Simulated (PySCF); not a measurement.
# CCl3F3Ge (Ge(CF3)Cl3): the cost of one run

Computed with PySCF 2.14.0, with density-fitted response routines of our own, on a single molecule in the gas phase. Atoms are numbered from 0 throughout.

## 1. The starting structure

8 atoms, charge 0, multiplicity 1; geometry from: GFN2-xTB. The atoms were then displaced at random by about 0.03 Å, so the start is not that level's minimum.

Bonds of the start (Å): Ge0–C1 2.08, Ge0–Cl5 2.05, Ge0–Cl6 2.19, Ge0–Cl7 2.06, C1–F2 1.37, C1–F3 1.42, C1–F4 1.34.

## 2. Relaxing the molecule at PBE0-D3(BJ)/def2-SVP

Job settings and geometry (Å):

```
{"job": {"xc": "PBE0", "basis": "def2-SVP", "d3": "d3bj", "grid": 1, "maxiter": 40, "shake": 0.03, "kind": "geom"}, "charge": 0, "multiplicity": 1}
Ge     0.059900    -0.075340    -0.980760
C     -0.013970    -0.016490     1.096980
F     -1.287560     0.163990     1.568840
F      0.869640     0.981640     1.582870
F      0.458660    -1.176510     1.560250
Cl     2.002290     0.005230    -1.644780
Cl    -0.972620     1.751720    -1.618500
Cl    -0.978120    -1.719910    -1.648620
```

Launch:

```console
$ OMP_NUM_THREADS=1 python probes_run.py task.json out
```

This one command runs all jobs of the session in turn.

**Question.** How long does this first job take on 1 thread of AMD EPYC, shared host, and how much memory does it need?

About 5.6 min, with a peak of 0.66 GiB.
